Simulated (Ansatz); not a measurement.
# Ga2H3: the cost of one run

Method: DFT PBE, scalar-relativistic, plane waves, PAW, in Ansatz 0.2.0.

## (1) The system as given

The structure is cubic, space group Pm-3m (No. 221). The conventional cell has a = 3.661 Å, b = 3.661 Å, c = 3.661 Å, α = 90.00°, β = 90.00°, γ = 90.00°. Around Ga (site symmetry m-3m) lie 6 H at 1.83 Å. Ga (site symmetry m-3m) has 12 H at 2.59 Å as nearest neighbours. H (site symmetry 4/mmm) has 6 Ga at 1.83 to 2.59 Å as nearest neighbours.

Structure file:

```
CELL_PARAMETERS angstrom
3.66148 0.00000 0.00000
0.00000 3.66148 0.00000
0.00000 0.00000 3.66148
ATOMIC_POSITIONS crystal
Ga 0.50000 0.50000 0.50000
Ga 0.00000 0.00000 0.00000
H 0.00000 0.50000 0.50000
H 0.50000 0.00000 0.50000
H 0.50000 0.50000 0.00000
```

A structure generator made this guess: random cell by space group and Wyckoff sites (Pm-3m, No. 221). Lengths come from tabulated atomic sizes and are only a guess.

## (2) A first look at the guess

Contents of input.yaml:

```yaml
crystal:
  lattice:
    - [3.66148306, 0.0, 0.0]
    - [0.0, 3.66148306, 0.0]
    - [0.0, 0.0, 3.66148306]
  atoms:
    - { symbol: Ga, position: [0.5, 0.5, 0.5] }
    - { symbol: Ga, position: [0.0, 0.0, 0.0] }
    - { symbol: H, position: [0.0, 0.5, 0.5] }
    - { symbol: H, position: [0.5, 0.0, 0.5] }
    - { symbol: H, position: [0.5, 0.5, 0.0] }
basis:
  ecutwfc: 420
kpoints:
  mp_grid: { grid: [6, 6, 6] }
hamiltonian:
  xc: pbe
scf:
  occupations: { method: gaussian, width: 0.1 }
  lower_state_search: "off"
output:
  forces: true
  stress: true
  eigenvalues: true
```

Launch:

```console
ansatz run input.yaml --threads 1 --pin off --max-ram 2048MiB --backend cpu --events-out ev --progress --plain --runs-dir out
```

**Question.** How long does this run take on 1 thread of Arm Neoverse V1, shared host, and how much memory does it need?

About 1.5 s, with a peak of 0.28 GiB.
